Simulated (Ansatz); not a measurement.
## H₃SSb, SMILES [SH][SbH2]: a geometry optimisation, step by step

Computed with Ansatz's Python interface.

The cells in order, each with its output:

```python
import itertools

import ansatz as az
from ase.data import atomic_numbers, covalent_radii
import numpy as np

geometry = (
    az.Crystal.molecule()
    .atom("S", (0.9747, -0.7271, 1.031))
    .atom("Sb", (-0.0095, 0.325, -1.0128))
    .atom("H", (0.3384, -1.9364, 0.6966))
    .atom("H", (-1.5555, 0.3209, -0.3357))
    .atom("H", (0.3019, 1.9439, -0.4205))
)
```

```python
job = geometry.calculation().basis(gaussian="def2-SVP").functional("HF")
symbols = [site.symbol for site in geometry.cartesian_sites]
start = np.array([site.position_ang for site in geometry.cartesian_sites], dtype=float)
report = job.relax(force_tolerance=0.02, max_steps=100).run().report
end = np.array(report["positions_ang"])
```

    

```python
for key in ("converged", "free_energy_ev", "reference_energy_ev", "n_frozen", "n_occupied", "n_virtual"):
    print(f"{key:22s} {report[key]}")
```

    converged              True
    free_energy_ev         -17371.88999999007
    reference_energy_ev    -17371.88999999007
    n_frozen               0
    n_occupied             [21, 21]
    n_virtual              [38, 38]

```python
radius = [covalent_radii[atomic_numbers[s]] for s in symbols]
span = lambda where, i, j: np.linalg.norm(where[i] - where[j])
bonded = [(i, j) for i, j in itertools.combinations(range(len(symbols)), 2) if min(span(start, i, j), span(end, i, j)) < 1.2 * (radius[i] + radius[j])]
print("pair        before    after (A)")
for i, j in bonded:
    print(f"{symbols[i]}{i}-{symbols[j]}{j}".ljust(10), f"{span(start, i, j):8.4f} {span(end, i, j):8.4f}")
for first, second in list(itertools.combinations(bonded, 2)):
    shared = set(first) & set(second)
    if shared and symbols[(j := shared.pop())] != "H":
        i, k = sorted((set(first) | set(second)) - {j})
        u, v = end[i] - end[j], end[k] - end[j]
        angle = np.degrees(np.arccos(np.clip(u @ v / np.linalg.norm(u) / np.linalg.norm(v), -1, 1)))
        print(f"final angle {symbols[i]}{i}-{symbols[j]}{j}-{symbols[k]}{k}: {angle:.2f} deg")
```

    pair        before    after (A)
    S0-Sb1       2.5005   2.4539
    S0-H2        1.4068   1.3349
    Sb1-H3       1.6878   1.6989
    Sb1-H4       1.7517   1.6988
    final angle Sb1-S0-H2: 94.95 deg
    final angle S0-Sb1-H3: 95.40 deg
    final angle S0-Sb1-H4: 95.33 deg
    final angle H3-Sb1-H4: 92.54 deg

```python
charges = report["charge_distribution"]
print("dipole moment", round(4.803205 * float(np.linalg.norm(charges["dipole_moment_e_ang"])), 3), "D")
print("Mulliken:", [(s, round(q, 3)) for s, q in zip(symbols, charges["mulliken_charges_e"])])
```

    dipole moment 1.905 D
    Mulliken: [('S', -0.331), ('Sb', 0.456), ('H', 0.075), ('H', -0.101), ('H', -0.1)]

Total energies depend on the basis set; only differences at equal settings carry meaning. The end point is the stationary point reached from this start; no frequency run checks that it is a minimum, and the basis set is modest. def2 sets replace the cores of elements past krypton by effective core potentials. Finished in 8.4 s on 1 thread of Arm Neoverse V2, on a shared host, peak memory 0.18 GiB.

(Lines on the test bed's own set-up are left out of the output.)
